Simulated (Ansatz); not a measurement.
Write a Python script for Ansatz 0.2.0 through its Python package that makes a formation energy from the elements of CdH2O2 and its elements. Use (first run): r2SCAN, PAW, cutoff 530 eV, 7×7×6 k-points, cold smearing of 0.02 eV.

`run_formation.py`:
```python
'''Formation energy of CdH2O2 from the elements, after relaxing atoms and volume at fixed cell shape.'''

from collections import Counter
import warnings

import ansatz as az
from ase import Atoms
import numpy as np

TOLERANCE = 1e-07
CUTOFF = 530
XC = 'r2SCAN'
KSPACING = 0.27
FILLING = 'cold'
SMEARING_WIDTH = 0.02

POLARISED = {'O2'}

GASES = {'H2', 'O2'}


def solve(name, crystal):
    calc = (
        crystal.calculation()
        .scf(tolerance=TOLERANCE)
        .basis(CUTOFF)
        .functional(XC)
        .kpoints(spacing=KSPACING)
        .occupations(FILLING, width=SMEARING_WIDTH)
        .stress()
    )
    if name in POLARISED:
        calc = calc.spin('collinear')
    if name in GASES:
        return calc.kpoints(1, 1, 1).relax(force_tolerance=0.03).run(threads=1)
    calc = calc.relax(force_tolerance=0.03, fix_cell=['shape'])
    return calc.run(threads=1)


def counts(outcome):
    return Counter(site.symbol for site in outcome.lattice.sites)

def formation_energy(outcome, mu):
    n = counts(outcome)
    return (outcome.report['energy_sigma0_ev'] - sum(k * mu[element] for element, k in n.items())) / sum(n.values())


def volume_per_atom(outcome):
    return abs(np.linalg.det(outcome.lattice.cell_ang)) / len(outcome.lattice.sites)


def main() -> None:
    warnings.simplefilter('ignore')

    phases = {}
    atoms = Atoms(
        ['Cd', 'H', 'H', 'O', 'O'],
        scaled_positions=[
            [1 / 3, 2 / 3, 0.9873],
            [0.0, 0.0, 0.00808],
            [2 / 3, 1 / 3, 0.43189],
            [0.0, 0.0, 0.78619],
            [2 / 3, 1 / 3, 0.21189],
        ],
        cell=[
            [3.83982, 0.0, 0.0],
            [-1.91991, 3.32538, 0.0],
            [0.0, 0.0, 4.44139],
        ],
        pbc=True,
    )
    cdh2o2 = az.Crystal.from_ase(atoms)
    phases['CdH2O2'] = cdh2o2
    cd = (
        az.Lattice.of([2.97887, 0.0, 0.0], [-1.48944, 2.57978, 0.0], [0.0, 0.0, 5.61765])
        .atom('Cd', [1 / 3, 2 / 3, 0.25])
        .atom('Cd', [2 / 3, 1 / 3, 0.75])
    )
    phases['Cd'] = cd
    h2 = (
        az.Lattice.from_parameters(9.0, 9.5, 10.0, alpha=90.0, beta=90.0, gamma=90.0)
        .atom('H', [0.5, 0.5, 0.4625])
        .atom('H', [0.5, 0.5, 0.5375])
    )
    phases['H2'] = h2
    o2 = (
        az.Lattice.from_parameters(9.0, 9.5, 10.0, alpha=90.0, beta=90.0, gamma=90.0)
        .atom('O', [0.5, 0.5, 0.4385])
        .atom('O', [0.5, 0.5, 0.5615])
        .moments(O=1.0)
    )
    phases['O2'] = o2

    done = {}
    for name, crystal in phases.items():
        done[name] = solve(name, crystal)
        print(f'{name}: {done[name].report["energy_sigma0_ev"]:.4f} eV, {len(done[name].lattice.sites)} atoms')

    # chemical potentials of the elements at zero temperature
    references = {'Cd': 'Cd', 'H': 'H2', 'O': 'O2'}
    mu = {element: done[name].report['energy_sigma0_ev'] / len(done[name].lattice.sites) for element, name in references.items()}

    target = done['CdH2O2']
    heat = formation_energy(target, mu)
    n = counts(target)
    print('cell content:', dict(n), ' volume', round(volume_per_atom(target), 3), 'A^3/atom')
    print('formation energy', round(heat, 4), 'eV/atom,', round(heat * sum(n.values()), 4), 'eV per cell')
    print('bound against the elements' if heat < 0 else 'unbound against the elements')
    # no correction for the overbinding of the gas molecule is applied


if __name__ == '__main__':
    main()
```

```console
$ python run_formation.py
CdH2O2: -9436.8471 eV, 5 atoms
Cd: -16536.3732 eV, 2 atoms
H2: -31.8917 eV, 2 atoms
O2: -1131.9679 eV, 2 atoms
cell content: {<Element.CD: 'Cd'>: 1, <Element.H: 'H'>: 2, <Element.O: 'O'>: 2}  volume 10.736 A^3/atom
formation energy -0.9602 eV/atom, -4.8009 eV per cell
bound against the elements
```

Reading the output:
- Absolute energies stand on the zero of these potentials, so only differences at equal settings mean something.
- The magnetic order follows from the starting moments and needn't be the lowest.
- For the metals among these phases the mesh is modest: differences between phases can be off by up to 40 meV an atom.
- The program warned that this SCF threshold is loose for forces or stresses.
- Atoms and volume are relaxed with the cell's shape held, which in cells of lower than cubic symmetry can hide stresses and shift volumes.
- r2SCAN tends to overestimate the moments of itinerant magnets.
- The cells come from databases of deposited and of computed structures, and not all need be stable phases.
- The compound is the structure given, not necessarily its lowest; energies are at zero temperature, with no correction for gases. Magnetic phases start from parallel moments and may not end in their lowest magnetic state. A semilocal functional's error on such energies is often 0.05 to 0.1 eV an atom, and 0.1 to 0.3 eV against gases such as O2 or F2.
- The script silences warnings, which a real study should read.
- Hardware and time: 5.2 min on 1 thread of Arm Neoverse V2, with other jobs on the host, peak memory 2.6 GiB.
